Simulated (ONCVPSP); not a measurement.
# Mercury: generating and testing an ONCV potential

Task: generate the file, and judge it by its errors in other configurations, its logarithmic derivatives, its ghosts and its cutoff.

Method: ONCVPSP 4.0.1, PBEsol, scalar-relativistic.

## 1. Settings

The settings as typed:

- element: mercury (Hg, Z = 80)
- type: optimised norm-conserving Vanderbilt (ONCV)
- frozen core: [Kr] 4d10 4f14
- valence charge: 20
- reference configuration: 5s2 5p6 5d10 6s2
- partial waves: 5s+6s: rc 1.60 bohr, ncon 4, nbas 8, qcut 9.6 1/bohr, 2 projectors; 5p: rc 1.20 bohr, ncon 5, nbas 8, qcut 5.5 1/bohr, 3 projectors, debl 1.1 Ha; 5d: rc 1.45 bohr, ncon 5, nbas 9, qcut 7.6 1/bohr, 2 projectors, debl 0.9 Ha; f scattering state at 0.44 Ha: rc 1.50 bohr, ncon 3, nbas 7, qcut 7.5 1/bohr, 1 projector
- local potential: polynomial inside 0.85 bohr (lpopt 5, dvloc0 0 Ha)
- core correction: Teter function, fcfact 3, rcfact 1.7

## 2. Generation

Input file Hg.dat:

```
# ATOM AND REFERENCE CONFIGURATION
# atsym  z   nc   nv     iexc    psfile
  Hg 80.00   10    4  -116133      upf
#
#   n    l    f
    1    0    2.00
    2    0    2.00
    2    1    6.00
    3    0    2.00
    3    1    6.00
    3    2   10.00
    4    0    2.00
    4    1    6.00
    4    2   10.00
    4    3   14.00
    5    0    2.00
    5    1    6.00
    5    2   10.00
    6    0    2.00
#
# PSEUDOPOTENTIAL AND OPTIMIZATION
# lmax
    3
#
#   l,   rc,      ep,       ncon, nbas, qcut
    0    1.60    0.00    4    8    9.60
    1    1.20    0.00    5    8    5.50
    2    1.45    0.00    5    9    7.60
    3    1.50    0.44    3    7    7.50
#
# LOCAL POTENTIAL
# lloc, lpopt,  rc(5),   dvloc0
    4    5    0.85    0.00
#
# VANDERBILT-KLEINMAN-BYLANDER PROJECTORs
# l, nproj, debl
    0    2    2.90
    1    3    1.10
    2    2    0.90
    3    1    4.00
#
# MODEL CORE CHARGE
# icmod, fcfact, rcfact
    3    3.00    1.70
#
# LOG DERIVATIVE ANALYSIS
# epsh1, epsh2, depsh
   -6.00    5.00    0.04
#
# OUTPUT GRID
# rlmax, drl
    6.00    0.01
#
# TEST CONFIGURATIONS
# ncnf
    4
# nvcnf
#   n    l    f
    4
    5    0    2.00
    5    1    6.00
    5    2   10.00
    6    0    1.00
#
    4
    5    0    2.00
    5    1    6.00
    5    2   10.00
    6    0    0.00
#
    4
    5    0    2.00
    5    1    6.00
    5    2    9.00
    6    0    0.00
#
    5
    5    0    2.00
    5    1    6.00
    5    2    9.00
    6    0    2.00
    6    1    1.00
#
```

Command:

```sh
oncvpsp.x < Hg.dat > Hg.out
```

Before running it: what results should come out? Wanted: cutoffs for 1 and 0.1 mHa per electron, occupied waves; bound ghosts; GHOST(+) flags; largest test error; largest phase difference near zero energy, channels read; rms error of d²Exc/dn², without and with the model core; projector energies reset by the program.

The runs gave:

| quantity | value |
| --- | --- |
| cutoffs for 1 and 0.1 mHa per electron, occupied waves | 126 Ha and 144 Ha |
| bound ghosts | s at -111.04 eV, p at -2460.51 eV |
| GHOST(+) flags | p at 456 eV |
| largest test error (AE − PS) | -24 meV, for 5s2 5p6 5d9 6s0 |
| largest phase difference near zero energy, channels read | 0.003 rad |
| rms error of d²Exc/dn², without and with the model core | 6.39 and 1.83 mHa |
| projector energies reset by the program | p: -2.445, 0.250, 1.350 Ha |

**Reading.** It has a bound ghost (s, p), a state that the atom doesn't have, and that rules the file out. By total energies transferability is good: the largest error is 24 meV on 65.3 eV, for 5s2 5p6 5d9 6s0. Atomic tests can pass in spite of a ghost, since they solve only for the levels asked. By its cutoff, 126 Ha for the looser tolerance, it is very hard. At the looser tolerance the 5p wave is the slowest; 5s needs 28 Ha. Near zero energy the phases of the channels with partial waves agree within 0.003 rad. The program also flags highly localised states, GHOST(+) (p). Note that the frozen 4f shell (-96 eV) lies higher than the valence 5s shell (-118 eV).
